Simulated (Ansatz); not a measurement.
# As₂− (quartet): wave-function methods side by side, aug-cc-pVTZ

One table from this session's results is given with a row withheld; the runs are named, their logs left out.

Method: aug-cc-pVTZ, core rule «outside noble gas», up to 28 orbitals frozen; program: Ansatz 0.2.0, Gaussian basis.

To be run: UHF; CCSD(T) on ROHF; CCSD(T) on UHF; BCCD(T) on ROHF; CCSDT(Q) on ROHF; CCSDT(Q) on UHF; CASSCF and MRCISD+Q, 11 electrons in 8 orbitals; CASSCF and NEVPT2, 11 electrons in 8 orbitals.

3 further runs of the same task are left out: 3 set aside as unsound or not needed. Runs told in other sessions of the task aren't counted.

## The system

The geometry is a PBE0/def2-TZVPD stationary point (not a proven minimum) of the parent state, kept for this charge and spin. No spin-orbit coupling is included. The filled d shell of As may be among the frozen orbitals whatever the setting's name suggests.

2 atoms, charge -1, spin multiplicity 4.

Atoms are counted from 1 here; the program's logs count them from 0.

Bond lengths: As1–As2 2.176 Å.

Set-up of the first run:

in.yaml

```yaml
crystal:
  periodic: [false, false, false]
  atoms:
    - {symbol: As, position_ang: [0.000000, 0.000000, 0.000000]}
    - {symbol: As, position_ang: [0.000000, 0.000000, 2.176400]}
basis:
  gaussian: {orbitals: aug-cc-pVTZ}
total_charge: -1
magnetization: {spin_polarized: true, initial_magnetization: 3}
hamiltonian: {xc: hf}
output: {orbitals: {seedname: orbitals}}
```

Started as:

```console
$ ansatz run in.yaml --threads 1 --pin off --events-out ev --progress --plain --max-ram 4096MiB --backend cpu
```

Steps of the session up to this table: UHF; CCSD(T) on ROHF; CCSD(T) on UHF; BCCD(T) on ROHF; CCSDT(Q) on ROHF; CCSDT(Q) on UHF; CASSCF and MRCISD+Q, 11 electrons in 8 orbitals; CASSCF and NEVPT2, 11 electrons in 8 orbitals.

One of the session's tables, all rows but one given; the rest of the session is left out.

```
          method  from UCCSDT(Q) (kJ/mol)
            ROHF                   +703.5
             UHF                   +673.2
            RMP2                   +101.3
            UMP2                   +111.4
           RCCSD                    +41.9
           UCCSD                    +39.7
        RCCSD(T)                     +6.2
        UCCSD(T)                     +5.6
         BCCD(T)                        ?
          RCCSDT                     +3.2
          UCCSDT                     +2.1
       RCCSDT(Q)                     +1.0
       UCCSDT(Q)                        0
  CASSCF valence                   +647.6
  NEVPT2 valence                   +143.8
  MRCISD valence                    +86.2
MRCISD+Q valence                    +17.8
```

Estimate the missing values for BCCD(T).

**Answer.** from UCCSDT(Q) (kJ/mol): +6.3. In the column «from UCCSDT(Q) (kJ/mol)» it lies between RCCSD(T) (+6.2) and MRCISD+Q valence (+17.8).

To keep in mind: Restricted and unrestricted rows rest on different reference determinants; a gap between their highest levels can come from leftover correlation error, from unlike frozen cores or from another state.
